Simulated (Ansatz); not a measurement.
# BGeH₃+ (doublet): the correlation ladder, cc-pVTZ

The task here is to estimate one member of a computed series from the others.

The runs use Ansatz 0.2.0, Gaussian basis; cc-pVTZ, core rule «outside noble gas», up to 15 orbitals frozen.

Plan: UHF; CCSD(T) on ROHF; CCSD(T) on UHF; BCCD(T) on ROHF; CCSDT(Q) on ROHF; CCSDT(Q) on UHF; CASSCF and NEVPT2, 9 electrons in 11 orbitals.

4 further runs of the same task are left out: 4 set aside as unsound or not needed.

## The geometry

The geometry is a PBE0/def2-TZVP stationary point (not a proven minimum) of the parent state, kept for this charge and spin. No spin-orbit coupling is included. The filled d shell of Ge may be among the frozen orbitals whatever the setting's name suggests; the logs give the count.

5 atoms, charge 1, spin multiplicity 2.

Atoms are counted from 1 here; the program's logs count them from 0.

Bond lengths: Ge1–B2 1.888 Å, Ge1–H3 1.530 Å, Ge1–H4 1.530 Å, B2–H5 1.183 Å. Angles: B2–Ge1–H3 116.3°, B2–Ge1–H4 116.3°, H3–Ge1–H4 113.1°, Ge1–B2–H5 159.5°.

The first run:

in.yaml reads:

```yaml
crystal:
  periodic: [false, false, false]
  atoms:
    - {symbol: Ge, position_ang: [-0.028829, 0.000000, 0.253578]}
    - {symbol: B, position_ang: [0.133521, -0.000001, -1.626959]}
    - {symbol: H, position_ang: [0.414348, 1.276988, 0.971352]}
    - {symbol: H, position_ang: [0.414348, -1.276987, 0.971353]}
    - {symbol: H, position_ang: [-0.183192, -0.000001, -2.767032]}
basis:
  gaussian: {orbitals: cc-pVTZ}
total_charge: 1
magnetization: {spin_polarized: true, initial_magnetization: 1}
hamiltonian: {xc: hf}
output: {orbitals: {seedname: orbitals}}
```

Command:

```
$ ansatz run in.yaml --threads 1 --pin off --events-out ev --progress --plain --max-ram 4096MiB --backend cpu
```

Steps of the session up to this table: UHF; CCSD(T) on ROHF; CCSD(T) on UHF; BCCD(T) on ROHF; CCSDT(Q) on ROHF; CCSDT(Q) on UHF; CASSCF and NEVPT2, 9 electrons in 11 orbitals.

One table of the session follows, with a row left open; its other results are not shown here.

It belongs to the step «Misses and costs». 

| method | from UCCSDT(Q) (kJ/mol) |
| --- | --- |
| ROHF | +547.0 |
| UHF | +537.2 |
| RMP2 | +109.1 |
| UMP2 | +111.2 |
| RCCSD | +20.5 |
| UCCSD | ? |
| RCCSD(T) | +4.1 |
| UCCSD(T) | +3.9 |
| BCCD(T) | +4.0 |
| RCCSDT | +0.9 |
| UCCSDT | +0.7 |
| RCCSDT(Q) | +0.3 |
| UCCSDT(Q) | 0 |
| CASSCF valence | +314.8 |
| NEVPT2 valence | +81.9 |

**Question.** Estimate the row for UCCSD.

**Answer.** from UCCSDT(Q) (kJ/mol): +20.1. In the column «from UCCSDT(Q) (kJ/mol)» it lies between RCCSD(T) (+4.1) and RCCSD (+20.5).

Caveats from the session: Restricted and unrestricted rows rest on different reference determinants; where their highest levels disagree by more than a few hundredths of an eV, they describe different states and don't form one ladder.
